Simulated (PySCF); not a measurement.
# [Gd(O2)2]−: other functionals and bases at one geometry

One table from this session's results is given with a row withheld; the runs are named, their logs left out.

Method: several levels, as the steps say, no spin–orbit coupling; program: PySCF 2.14.0.

3 further runs of the same task are left out: 2 for a known fault of the program, 1 that didn't finish.

## Starting geometry

5 atoms, charge -1, spin multiplicity 1.

Bond lengths: Gd1–O2 2.147 Å, Gd1–O3 2.147 Å, Gd1–O4 2.147 Å, Gd1–O5 2.147 Å, O2–O3 1.486 Å, O4–O5 1.486 Å. Angles: O2–Gd1–O3 40.5°, O2–Gd1–O4 151.7°, O2–Gd1–O5 151.7°, O3–Gd1–O4 151.7°, O3–Gd1–O5 151.7°, O4–Gd1–O5 40.5°, Gd1–O2–O3 69.7°, Gd1–O3–O2 69.7°, Gd1–O4–O5 69.7°, Gd1–O5–O4 69.7°.

Coordinates:

```xyz
5
charge -1, multiplicity 1
Gd    0.0000    0.0000    0.0000
O     0.5255    0.5255    2.0138
O    -0.5255   -0.5255    2.0138
O     0.5255   -0.5255   -2.0138
O    -0.5255    0.5255   -2.0138
```

Formal oxidation states: Gd +3. Each metal's 7 4f electrons lie in its core potential, so multiplicities, spins and levels count the valence alone. An earlier session relaxed this geometry at PBE0, Gd lcecp-1-SVP with ECP53, O def2-SVP (singlet, point group D2d).

At PBE0 on the finer grid: E = -336.208865 Eh, HOMO -0.31 eV, LUMO 2.79 eV, Mulliken charge on Gd1 +0.84 e, largest force component 0.002 eV/Å. 

Levels to run: PBE; TPSSh; r2SCAN; B3LYP; PBE0, TZVP. Hardware: 2 threads of Arm Neoverse V2, shared host.

Set-up of the first run:

File run.py (the lines that set the calculation):

```python
mol = gto.M(atom='''
Gd     0.00000     0.00000     0.00000
O      0.52546     0.52546     2.01381
O     -0.52546    -0.52546     2.01381
O      0.52546    -0.52546    -2.01381
O     -0.52546     0.52546    -2.01381''',
    basis={'Gd': 'lcecp-1-SVP', 'O': 'def2-SVP'},
    ecp={'Gd': 'lcecp-1-SVP'},
    charge=-1, spin=0)
mf = dft.RKS(mol, xc='PBE')
mf.grids.atom_grid = (75, 302)  # f atoms: unpruned, at least (60, 302)
mf = mf.density_fit()  # fitting sets: Gd AutoAux, O def2-universal-JKFIT
mf.conv_tol = 1e-08; mf.max_cycle = 55
mf.kernel(dm0)  # dm0: the density of the relaxed state
```

On the command line:

```bash
OMP_NUM_THREADS=2 python run.py
```

Steps of the session up to this table: PBE; TPSSh; r2SCAN; B3LYP; PBE0, TZVP.

One of the session's tables, all rows but one given; the rest of the session is left out.

| level | gap (eV) | charge on Gd1 (e) | largest force component (eV/Å) |
| --- | --- | --- | --- |
| PBE0 (relaxed here) | 3.09 | 0.84 | 0.00 |
| PBE | 0.98 | 0.58 | 0.47 |
| TPSSh | 2.07 | 0.79 | 0.49 |
| r2SCAN | 1.57 | 0.79 | 0.40 |
| B3LYP | 2.54 | 0.76 | 0.45 |
| PBE0, TZVP | ? | ? | ? |

**Question.** Estimate the row for PBE0, TZVP.

As computed: gap (eV): 3.34; charge on Gd1 (e): 1.27; largest force component (eV/Å): 0.05. In the column «gap (eV)» it is the highest.

In one basis the HOMO–LUMO gap runs from 0.98 eV (PBE) to 3.09 eV (PBE0). The largest leftover force, 0.49 eV/Å with TPSSh, stands at a geometry relaxed at another level. With 4f in the core, its levels are missing from HOMO and gap, and its count is fixed, so no charge can pass from the ligands into it. Total energies of different levels can't be compared.
